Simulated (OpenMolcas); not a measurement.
**Cu⁴⁺ among point charges: CASSCF and CASPT2 levels and susceptibility**

Aim: the splitting of the states of Cu⁴⁺ in the field of 4 point charges, its lowest levels with spin-orbit coupling and its magnetic susceptibility.

The numbers are computed with OpenMolcas 26.06 (state-averaged CASSCF and CASPT2, spin-orbit coupling by RASSI with atomic mean-field integrals), except any that are marked as measured or tabulated.

### Step 1. The system

| Item | Value |
| --- | --- |
| Species | Cu⁴⁺ (copper, Z = 29, 25 electrons) |
| Basis | ANO-RCC-VDZP [5s4p2d1f], 34 functions |
| Scalar Hamiltonian | DKH2, point nucleus |
| Inactive shells | 1s 2s 2p 3s 3p |
| Active space | 7 electrons in 5 orbitals (3d) |
| Some configurations of this space | 3d⁷ |
| Orbitals | optimised for each spin and parity, averaged over all roots |

The outer shells:

3d7
```
3d [↑↓][↑↓][↑ ][↑ ][↑ ]
```

The ion sits among 4 point charges of -3 e arranged as a tetrahedron (Td), 1.93 Å from the ion.

The work runs as a chain of OpenMolcas steps in one folder; each step below is one input file. Labels, J, g values, rates, χT and fits are worked out afterwards by a script from the matrices that RASSI stores.

### Step 2. One- and two-electron integrals

a.inp reads:

```
&GATEWAY
Coord
1

Cu 0.0 0.0 0.0
Basis=ANO-RCC-VDZP
Group=NoSym
NoMove
AngMom=0.0 0.0 0.0
AMFI
XField
4 Angstrom 0
1.114286 1.114286 1.114286 -3.000000
1.114286 -1.114286 -1.114286 -3.000000
-1.114286 1.114286 -1.114286 -3.000000
-1.114286 -1.114286 1.114286 -3.000000
&SEWARD
```

Run with:

```console
$ OMP_NUM_THREADS=1 MOLCAS_MEM=1689 MOLCAS_PROJECT=a pymolcas a.inp > a.log
```

The log of the run:

```text
Basis set label: CU.ANO-RCC...5S4P2D1F.

      Electronic valence basis set:
      ------------------
      Associated Effective Charge  29.000000 au
      Associated Actual Charge     29.000000 au
      Nuclear Model: Point charge

      Shell  nPrim  nBasis  Cartesian Spherical Contaminant
         s      21       5        X
         p      15       4        X
         d      10       2                 X
         f       6       1                 X
                  Relativistic Douglas-Kroll-Hess integrals:
                    - DKH order of Hamiltonian: 2
                    - DKH order of Properties : 0
                  Atomic mean-field integrals
```

### Step 3. CASSCF: quartets, 10 roots

a.inp reads:

```
&RASSCF
FileOrb=start.orb
Symmetry=1
Spin=4
nActEl=7 0 0
Inactive=9
Ras2=5
CIRoot=10 10 1
SDav=10
CIMx=300
Iter=120 100
PrWF=0.3
OrbListing=Nothing
MaxOrb=0
>>> COPY $Project.JobIph JOB001
```

Run with:

```console
$ OMP_NUM_THREADS=1 MOLCAS_MEM=1689 MOLCAS_PROJECT=a pymolcas a.inp > a.log
```

start.orb holds the contracted functions of the basis, ordered by shell, or the orbitals of the step before.

The log of the run:

```text
Wave function specifications:
      -----------------------------

      Number of closed shell electrons          18
      Number of electrons in active shells       7
      Max number of holes in RAS1 space          0
      Max nr of electrons in RAS3 space          0
      Number of inactive orbitals                9
      Number of active orbitals                  5
      Number of secondary orbitals              20
      Spin quantum number                      1.5
      State symmetry                             1
Orbital specifications:
      -----------------------

      Symmetry species                           1
                                                 a
      Frozen orbitals                            0
      Inactive orbitals                          9
      Active orbitals                            5
      RAS1 orbitals                              0
      RAS2 orbitals                              5
      RAS3 orbitals                              0
      Secondary orbitals                        20
      Deleted orbitals                           0
      Number of basis functions                 34
      Number of CSFs                            10
      Number of root(s) required                10
      Iter CI   SX   CI       RASSCF       Energy    max ROT     max BLB   max BLB  Level Ln srch  Step   QN
          iter iter root      energy       change     param      element    value   shift minimum  type update
 Nr of preliminary CI iterations:   1
      Total energies have been shifted. Add                -1000.00 au
        1   1    6    0  -661.05713487    0.00E+00  -1.91E-01*  13  26 1  1.04E+00*  0.00   0.00    SX    NO
        2   1    7    0  -661.94261424   -8.85E-01* -4.71E-02    9  22 1  4.74E-01*  0.00   0.00    SX    NO
        3   1    6    0  -661.98771983   -4.51E-02*  3.86E-02    7  20 1 -1.48E-01*  0.00   0.00    SX    NO
        4   1    6    0  -662.00017112   -1.25E-02* -2.33E-02    9  22 1  1.13E-01*  0.00   0.00    SX    NO
        5   1    6    0  -662.00460727   -4.44E-03*  8.90E-03    8  21 1 -6.99E-02*  0.00   0.61    QN   YES
        6   1    5    0  -662.00792872   -3.32E-03* -5.25E-04    9  22 1 -2.94E-03*  0.00   1.05    QN   YES
        7   1    4    0  -662.00793746   -8.74E-06*  6.20E-06    9  22 1  1.00E-04*  0.00   0.99    QN   YES
        8   1    3    0  -662.00793746   -3.10E-09  -8.50E-07    8  21 1  1.09E-05   0.00   1.13    QN   YES
      Convergence after  8 iterations
        9   1    3    0  -662.00793746   -5.39E-11  -8.50E-07   14  27 1  7.18E-08   0.00   1.13    QN   YES
      Natural orbitals and occupation numbers for root  1
      sym 1:   1.000000   1.000000   2.000000   1.000000   2.000000
      Natural orbitals and occupation numbers for root  2
      sym 1:   1.067234   1.000000   1.932766   1.932766   1.067234
      Natural orbitals and occupation numbers for root  3
      sym 1:   1.696388   1.303612   1.303612   1.000000   1.696388
::    RASSCF root number  1 Total energy:  -1662.04786180
::    RASSCF root number  2 Total energy:  -1662.04164305
::    RASSCF root number  3 Total energy:  -1662.04164305
::    RASSCF root number  4 Total energy:  -1662.04164305
::    RASSCF root number  5 Total energy:  -1662.03671236
::    RASSCF root number  6 Total energy:  -1662.03671236
::    RASSCF root number  7 Total energy:  -1662.03671236
::    RASSCF root number  8 Total energy:  -1661.93214887
::    RASSCF root number  9 Total energy:  -1661.93214887
::    RASSCF root number 10 Total energy:  -1661.93214887
```

### Step 4. Reference wave functions, doublets, 40 roots

a.inp reads:

```
&RASSCF
FileOrb=start.orb
Symmetry=1
Spin=2
nActEl=7 0 0
Inactive=9
Ras2=5
CIRoot=40 40 1
SDav=40
CIMx=300
Iter=120 100
PrWF=0.3
OrbListing=Nothing
MaxOrb=0
>>> COPY $Project.JobIph JOB002
```

The log of the run:

```text
Wave function specifications:
      -----------------------------

      Number of closed shell electrons          18
      Number of electrons in active shells       7
      Max number of holes in RAS1 space          0
      Max nr of electrons in RAS3 space          0
      Number of inactive orbitals                9
      Number of active orbitals                  5
      Number of secondary orbitals              20
      Spin quantum number                      0.5
      State symmetry                             1
Orbital specifications:
      -----------------------

      Symmetry species                           1
                                                 a
      Frozen orbitals                            0
      Inactive orbitals                          9
      Active orbitals                            5
      RAS1 orbitals                              0
      RAS2 orbitals                              5
      RAS3 orbitals                              0
      Secondary orbitals                        20
      Deleted orbitals                           0
      Number of basis functions                 34
      Number of CSFs                            40
      Number of root(s) required                40
      Iter CI   SX   CI       RASSCF       Energy    max ROT     max BLB   max BLB  Level Ln srch  Step   QN
          iter iter root      energy       change     param      element    value   shift minimum  type update
 Nr of preliminary CI iterations:   1
      Total energies have been shifted. Add                -1000.00 au
        1   1    5    0  -661.85061291    0.00E+00   5.11E-03   11  24 1 -1.81E-02*  0.00   0.00    SX    NO
        2   1    6    0  -661.85089885   -2.86E-04* -2.35E-03    9  20 1 -1.48E-02*  0.00   0.00    SX    NO
        3   1    6    0  -661.85095977   -6.09E-05* -1.67E-03    9  20 1  7.78E-03*  0.00   0.00    SX    NO
        4   1    5    0  -661.85098464   -2.49E-05*  1.08E-03    9  20 1 -5.35E-03*  0.00   0.00    SX    NO
        5   1    5    0  -661.85099535   -1.07E-05* -4.28E-04    9  20 1  3.47E-03*  0.00   0.60    QN   YES
        6   1    3    0  -661.85100338   -8.03E-06* -8.29E-07   11  24 1 -4.42E-06   0.00   1.00    QN   YES
        7   1    2    0  -661.85100338   -2.25E-11   2.35E-08    9  20 1 -2.69E-07   0.00   1.01    QN   YES
      Convergence after  7 iterations
        8   1    2    0  -661.85100338    2.05E-12   2.35E-08    9  20 1 -3.71E-08   0.00   1.01    QN   YES
      Natural orbitals and occupation numbers for root  1
      sym 1:   1.201103   1.213302   1.578906   1.324337   1.682352
      Natural orbitals and occupation numbers for root  2
      sym 1:   1.291392   1.279193   1.682352   1.168158   1.578906
      Natural orbitals and occupation numbers for root  3
      sym 1:   1.290296   1.290339   1.708987   1.300943   1.409436
::    RASSCF root number  1 Total energy:  -1661.93222904
::    RASSCF root number  2 Total energy:  -1661.93222904
::    RASSCF root number  3 Total energy:  -1661.93192042
::    RASSCF root number  4 Total energy:  -1661.93192042
::    RASSCF root number  5 Total energy:  -1661.93192042
::    RASSCF root number  6 Total energy:  -1661.93179349
::    RASSCF root number  7 Total energy:  -1661.93010408
::    RASSCF root number  8 Total energy:  -1661.93010408
::    RASSCF root number  9 Total energy:  -1661.93010408
::    RASSCF root number 10 Total energy:  -1661.89836112
::    RASSCF root number 11 Total energy:  -1661.89836112
::    RASSCF root number 12 Total energy:  -1661.89836112
::    RASSCF root number 13 Total energy:  -1661.89628288
::    RASSCF root number 14 Total energy:  -1661.89628288
::    RASSCF root number 15 Total energy:  -1661.89628288
::    RASSCF root number 16 Total energy:  -1661.89338805
::    RASSCF root number 17 Total energy:  -1661.89338805
::    RASSCF root number 18 Total energy:  -1661.89323423
::    RASSCF root number 19 Total energy:  -1661.89323423
::    RASSCF root number 20 Total energy:  -1661.89323423
::    RASSCF root number 21 Total energy:  -1661.89260304
::    RASSCF root number 22 Total energy:  -1661.89260304
::    RASSCF root number 23 Total energy:  -1661.89260304
::    RASSCF root number 24 Total energy:  -1661.88205245
::    RASSCF root number 25 Total energy:  -1661.88205245
::    RASSCF root number 26 Total energy:  -1661.88205245
::    RASSCF root number 27 Total energy:  -1661.88032563
::    RASSCF root number 28 Total energy:  -1661.88032563
::    RASSCF root number 29 Total energy:  -1661.78832930
::    RASSCF root number 30 Total energy:  -1661.78743801
```

### Step 5. RASSI: spin-orbit coupling between the states

a.inp reads:

```
&RASSI
NrOfJobIphs=2 10 40
1 2 3 4 5 6 7 8 9 10
1 2 3 4 5 6 7 8 9 10 11 12 13 14 15 16 17 18 19 20 21 22 23 24 25 26 27
28 29 30 31 32 33 34 35 36 37 38 39 40
IphNames
JOB001
JOB002
EJob
SpinOrbit
DIPRint=1.0
SOCoupling=1000.0
Subsets=2
Property=9
'ANGMOM' 1 'ANGMOM' 2 'ANGMOM' 3 'MLTPL  1' 1 'MLTPL  1' 2 'MLTPL  1' 3
'AMFI' 1 'AMFI' 2 'AMFI' 3
SOProperty=3
'ANGMOM' 1 'ANGMOM' 2 'ANGMOM' 3
```

The log of the run:

```text
SPIN-FREE ENERGIES:
  (Shifted by EMIN (a.u.) =      -1662.0478617978)

 SF State       Relative EMIN(au)   Rel lowest level(eV)    D:o, cm**(-1)      L_eff

     1             0.0000000000        0.0000000000              0.0000         3.0
     2             0.0062187522        0.1692208689           1364.8584         3.0
     3             0.0062187522        0.1692208689           1364.8584         3.0
     4             0.0062187522        0.1692208689           1364.8584         3.0
     5             0.0111494333        0.3033915371           2447.0178         3.0
     6             0.0111494333        0.3033915371           2447.0178         3.0
     7             0.0111494333        0.3033915371           2447.0178         3.0
    11             0.1156327531        3.1465275069          25378.4559         4.0
    12             0.1156327531        3.1465275069          25378.4559         4.0
    10             0.1157129243        3.1487090759          25396.0514         1.0
     8             0.1157129243        3.1487090759          25396.0514         1.0
     9             0.1157129243        3.1487090759          25396.0514         1.0
    13             0.1159413769        3.1549255892          25446.1910         4.0
    14             0.1159413769        3.1549255892          25446.1910         4.0
    15             0.1159413769        3.1549255892          25446.1910         4.0
    16             0.1160683056        3.1583794957          25474.0486         4.0
    17             0.1177577150        3.2043506666          25844.8311         4.0
    18             0.1177577150        3.2043506666          25844.8311         4.0
    19             0.1177577150        3.2043506666          25844.8311         4.0
    20             0.1495006812        4.0681207795          32811.6069         4.0
    21             0.1495006812        4.0681207795          32811.6069         4.0
    22             0.1495006812        4.0681207795          32811.6069         4.0
    23             0.1515789140        4.1246723743          33267.7263         4.9
    24             0.1515789140        4.1246723743          33267.7263         4.9
    25             0.1515789140        4.1246723743          33267.7263         4.9
    26             0.1544737455        4.2034447539          33903.0684         4.9
    27             0.1544737455        4.2034447539          33903.0684         4.9
    28             0.1546275676        4.2076304654          33936.8284         4.0
    29             0.1546275676        4.2076304654          33936.8284         4.0
    30             0.1546275676        4.2076304654          33936.8284         4.0
    31             0.1552587562        4.2248059834          34075.3583         4.2
    32             0.1552587562        4.2248059834          34075.3583         4.2
    33             0.1552587562        4.2248059834          34075.3583         4.2
    34             0.1658093433        4.5119020830          36390.9445         2.2
    35             0.1658093433        4.5119020830          36390.9445         2.2
    36             0.1658093433        4.5119020830          36390.9445         2.2
    37             0.1675361648        4.5588912901          36769.9380         2.2
    38             0.1675361648        4.5588912901          36769.9380         2.2
    39             0.2595324953        7.0622389726          56960.7987         3.0
    40             0.2604237916        7.0864923822          57156.4157         3.0
Eigenvalues of complex Hamiltonian:
   -----------------------------------
  (Shifted by EMIN (a.u.) =      -1662.0478617978)

 SO State       Relative EMIN(au)   Rel lowest level(eV)    D:o, cm**(-1)     J-value

     1            -0.0044164981        0.0000000000              0.0000         3.8
     2            -0.0044164981        0.0000000000              0.0000         3.6
     3            -0.0044164981        0.0000000000              0.0000         3.1
     4            -0.0044164981        0.0000000000              0.0000         3.3
     5             0.0004688114        0.1329360448           1072.2015         3.0
     6             0.0004688114        0.1329360448           1072.2015         3.1
     7             0.0004688114        0.1329360448           1072.2015         4.0
     8             0.0004688114        0.1329360448           1072.2015         4.0
     9             0.0019392581        0.1729489381           1394.9273         3.5
    10             0.0019392581        0.1729489381           1394.9273         3.5
    11             0.0070394905        0.3117333307           2514.2989         2.9
    12             0.0070394905        0.3117333307           2514.2989         2.9
    13             0.0070394905        0.3117333308           2514.2989         2.5
    14             0.0070394905        0.3117333308           2514.2989         2.5
    15             0.0070964258        0.3132826204           2526.7947         2.7
    16             0.0070964258        0.3132826204           2526.7947         2.7
    17             0.0075605297        0.3259115295           2628.6538         2.9
    18             0.0075605297        0.3259115295           2628.6538         2.9
    19             0.0124421308        0.4587466633           3700.0414         1.9
    20             0.0124421308        0.4587466633           3700.0414         1.9
    21             0.0124421308        0.4587466633           3700.0414         2.4
    22             0.0124421308        0.4587466633           3700.0414         2.4
    23             0.0153708552        0.5384413146           4342.8221         2.0
    24             0.0153708552        0.5384413146           4342.8221         2.0
    25             0.0178694400        0.6064312695           4891.1980         1.1
    26             0.0178694400        0.6064312695           4891.1980         1.6
    27             0.0178694400        0.6064312695           4891.1980         1.6
    28             0.0178694400        0.6064312695           4891.1980         1.1
    29             0.1115324234        3.1551308879          25447.8468         3.6
    30             0.1115324234        3.1551308879          25447.8468         3.6
    31             0.1118360324        3.1633925113          25514.4813         3.1
    32             0.1118360324        3.1633925113          25514.4813         3.1
    33             0.1118360324        3.1633925113          25514.4813         4.0
    34             0.1118360324        3.1633925113          25514.4813         4.0
    35             0.1129263548        3.1930616933          25753.7794         1.6
    36             0.1129263548        3.1930616933          25753.7794         2.4
    37             0.1129263548        3.1930616933          25753.7794         2.5
    38             0.1129263548        3.1930616933          25753.7794         1.6
    39             0.1129377570        3.1933719653          25756.2819         2.0
    40             0.1129377570        3.1933719653          25756.2819         2.0
    41             0.1143489737        3.2317731261          26066.0081         3.5
Weights of the five most important spin-orbit-free states for each spin-orbit state.

 SO State  Total energy (au)           Spin-free states, spin, and weights
 -------------------------------------------------------------------------------------------------------
    1        -0.004416       1 1.5  0.6826    4 1.5  0.1393    3 1.5  0.1041    2 1.5  0.0450    6 1.5  0.0098
    2        -0.004416       1 1.5  0.6826    3 1.5  0.1422    4 1.5  0.0867    2 1.5  0.0595    5 1.5  0.0090
    3        -0.004416       1 1.5  0.6826    2 1.5  0.1412    3 1.5  0.1026    4 1.5  0.0446    7 1.5  0.0093
    4        -0.004416       1 1.5  0.6826    2 1.5  0.1389    4 1.5  0.1138    3 1.5  0.0356    7 1.5  0.0091
    5         0.000469       4 1.5  0.3367    3 1.5  0.2668    6 1.5  0.1159    5 1.5  0.1097    2 1.5  0.0909
    6         0.000469       4 1.5  0.3354    3 1.5  0.2642    6 1.5  0.1142    5 1.5  0.1124    2 1.5  0.0948
    7         0.000469       2 1.5  0.3677    3 1.5  0.1996    4 1.5  0.1272    7 1.5  0.1268    5 1.5  0.0872
    8         0.000469       2 1.5  0.3725    3 1.5  0.1953    4 1.5  0.1266    7 1.5  0.1258    5 1.5  0.0901
    9         0.001939       5 1.5  0.1689    7 1.5  0.1689    6 1.5  0.1689    4 1.5  0.1630    3 1.5  0.1630
   10         0.001939       5 1.5  0.1689    7 1.5  0.1689    6 1.5  0.1689    3 1.5  0.1630    2 1.5  0.1630
   11         0.007039       1 1.5  0.2453    6 1.5  0.2347    4 1.5  0.1547    3 1.5  0.1200    7 1.5  0.1040
   12         0.007039       1 1.5  0.2453    6 1.5  0.2365    4 1.5  0.1623    3 1.5  0.1150    5 1.5  0.0933
```

Time for these steps: 17 s (1 thread, shared host).

Spin-free states, with their symmetry labels:

| state | degeneracy | E (cm-1) | free-ion L (%) |
| --- | --- | --- | --- |
| 4A2 | 1 | 0 | F (100) |
| 4T2 | 3 | 1365 | F (100) |
| 4T1 | 3 | 2447 | F (100) |
| 2E | 2 | 25378 | G (97) |
| 4T1 | 3 | 25396 | P (100) |
| 2T1 | 3 | 25446 | G (98) |
| 2A1 | 1 | 25474 | G (100) |
| 2T2 | 3 | 25845 | G (100) |
| 2T1 | 3 | 32812 | H (63) |
| 2T2 | 3 | 33268 | H (96) |
| 2E | 2 | 33903 | H (94) |
| 2T1 | 3 | 33937 | H (64) |
| 2T1 | 3 | 34075 | H (71) |
| 2T2 | 3 | 36391 | D (96) |
| 2E | 2 | 36770 | D (95) |
| 2A2 | 1 | 56961 | F (100) |
| 2T2 | 3 | 57156 | F (100) |
| 2T1 | 3 | 57347 | F (100) |
| 2E | 2 | 88938 | D (100) |
| 2T2 | 3 | 88991 | D (100) |

With spin-orbit coupling:

| E (cm-1) | Degeneracy | Label | 2S+1 | g |
| --- | --- | --- | --- | --- |
| 0.0 | 4 | Γ8 | 4 |  |
| 1072 | 4 | Γ8 | 4 |  |
| 1395 | 2 | Γ6 | 4 | 3.30 3.30 3.30 |
| 2514 | 4 | Γ8 | 4 |  |
| 2527 | 2 | Γ7 | 4 | 3.96 3.96 3.96 |
| 2629 | 2 | Γ6 | 4 | 1.30 1.30 1.30 |
| 3700 | 4 | Γ8 | 4 |  |
| 4343 | 2 | Γ7 | 4 | 1.96 1.96 1.96 |
| 4891 | 4 | Γ8 | 4 |  |
| 25448 | 2 | Γ6 | 2 | 3.93 3.93 3.93 |
| 25514 | 4 | Γ8 | 2 |  |
| 25754 | 4 | Γ8 | 4 |  |
| 25756 | 2 | Γ7 | 4 | 2.66 2.66 2.66 |
| 26066 | 4 | Γ8 | 2 |  |
| 26165 | 4 | Γ8 | 4 |  |
| 27019 | 2 | Γ6 | 4 | 2.36 2.36 2.36 |
| 27221 | 4 | Γ8 | 2 |  |
| 27234 | 2 | Γ6 | 2 | 1.68 1.68 1.68 |
| 27574 | 2 | Γ7 | 2 | 2.64 2.64 2.64 |
| 33184 | 4 | Γ8 | 2 |  |
| 33712 | 2 | Γ7 | 2 | 3.92 3.92 3.92 |
| 34111 | 4 | Γ8 | 2 |  |
| 34316 | 4 | Γ8 | 2 |  |
| 34357 | 2 | Γ6 | 2 | 3.16 3.16 3.16 |

Principal g values are given for doublets only; a zero marks a field direction without first-order Zeeman splitting.

Powder χT (cm³ K/mol): 3.98 at 2 K, 3.99 at 5 K, 4.00 at 10 K, 4.01 at 20 K, 4.06 at 50 K, 4.13 at 100 K, 4.21 at 150 K, 4.29 at 200 K, 4.36 at 250 K, 4.43 at 300 K.

Orbitals of the lowest block (energies include the constant potential of the surroundings):

| shell | space | energy (hartree) | mean occupation | ⟨r²⟩ (bohr²) |
| --- | --- | --- | --- | --- |
| 1s | inactive | -331.7431 | 2.000 | 0.00362 |
| 2s | inactive | -41.0192 | 2.000 | 0.0646 |
| 2p | inactive | -35.1574 | 6.000 | 0.0521 |
| 3s | inactive | -4.4553 | 2.000 | 0.576 |
| 3p | inactive | -2.6226 | 6.000 | 0.625 |
| 3d | RAS2 |  | 7.000 | 0.843 |

[end of part 1 of 2]
